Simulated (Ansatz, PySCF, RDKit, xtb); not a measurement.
**InSi2H6Cl: a search for the lowest isomer**

Given the formula InSi2H6Cl and nothing else, which arrangement of the atoms is the most stable in the gas at 298.15 K, and what are its properties?

The funnel: GFN2-xTB relaxations, single points with a density functional, relaxations at B3LYP-D3(BJ)/def2-SVP, harmonic vibrations, and a last energy at a higher level. All values are calculated.

9 further runs of the same task are left out: 3 for a known fault of the program, 6 set aside as unsound or not needed.

## (1) Possible bonding patterns

All bonding patterns within simple valence rules are listed by program: one Lewis structure each, at most two rings and one unusual centre or charged pair. O–O, O–halogen and N–halogen bonds and N–N–N chains are not drawn. That gives 11 candidates.

```csv
label,SMILES,spin
c062,[SiH3][SiH+][InH2-][Cl],singlet
c099,Cl[SiH2][SiH2][InH2],singlet
c236,[SiH3][In]([SiH3])[Cl],singlet
c254,Cl[SiH2][SiH+][InH3-],singlet
c361,[SiH2+][InH2-][SiH2]Cl,singlet
c362,[SiH3][Si+](Cl)[InH3-],singlet
c473,[SiH3][SiH2][InH][Cl],singlet
c485,[SiH3][InH2-][SiH+]Cl,singlet
c719,[SiH3][Si@H](Cl)[InH2],singlet
c723,[SiH2+][In@H-]([SiH3])[Cl],singlet
c961,[SiH3][InH][SiH2]Cl,singlet
```

Candidates are built by distance geometry, with a force field where one applies, in up to four conformers (letters a to d). 6 starts with atoms placed at random are added, to find patterns that the rules miss.

Q: Predict the outcome of this search (final energies at CCSD(T)/def2-SVP + MP2/def2-TZVPP - MP2/def2-SVP).

| quantity | value |
| --- | --- |
| lowest structure found | [SiH3][In]([SiH3])[Cl], singlet, C2v |
| next finalist | [SiH3][SiH2][InH][Cl], singlet, 6.5 kcal/mol higher in G |
| share at equilibrium, among the finalists | 100.0 % |
| harmonic wavenumbers, lowest and highest (B3LYP-D3(BJ)/def2-SVP) | 38 and 2223 cm⁻¹ |
| rotational constants, same geometry | 0.06467, 0.04258, 0.02615 cm⁻¹ |
| dipole moment (PBE0/def2-TZVPD) | 3.33 D |
| HOMO energy (PBE0/def2-TZVPD) | -7.28 eV |
| LUMO energy (PBE0/def2-TZVPD) | -2.42 eV |
| HOMO–LUMO gap (PBE0/def2-TZVPD) | 4.86 eV |
| lowest excitation (TD-PBE0/def2-SVPD) | 3.71 eV (f = 0.000) |
| strongest of the states computed, same level | 5.69 eV (f = 0.507) |
| lowest triplet excitation, same level, Tamm-Dancoff | 3.25 eV |
| vertical ionisation energy | 8.93 eV |
| vertical electron affinity | 1.00 eV |
| vertical triplet less singlet | +3.24 eV |

The lowest structure found is `[SiH3][In]([SiH3])[Cl]`. Among the finalists first place is clear (6.5 kcal/mol); structures outside the list aren't covered. B3LYP-D3(BJ)/def2-SVP, HF/def2-SVP and MP2/def2-SVP already put its bonding pattern lowest among the structures in one piece. Spin-orbit coupling, which matters for elements this heavy, is left out. 4 minima inside the window were never screened. Lowest found is not proven lowest: the search is finite, and each finalist counts with one conformer. Patterns outside the rules of the enumeration were met only by chance. The lowest isomer need not be the one that is made and kept in a bottle, which depends on barriers.
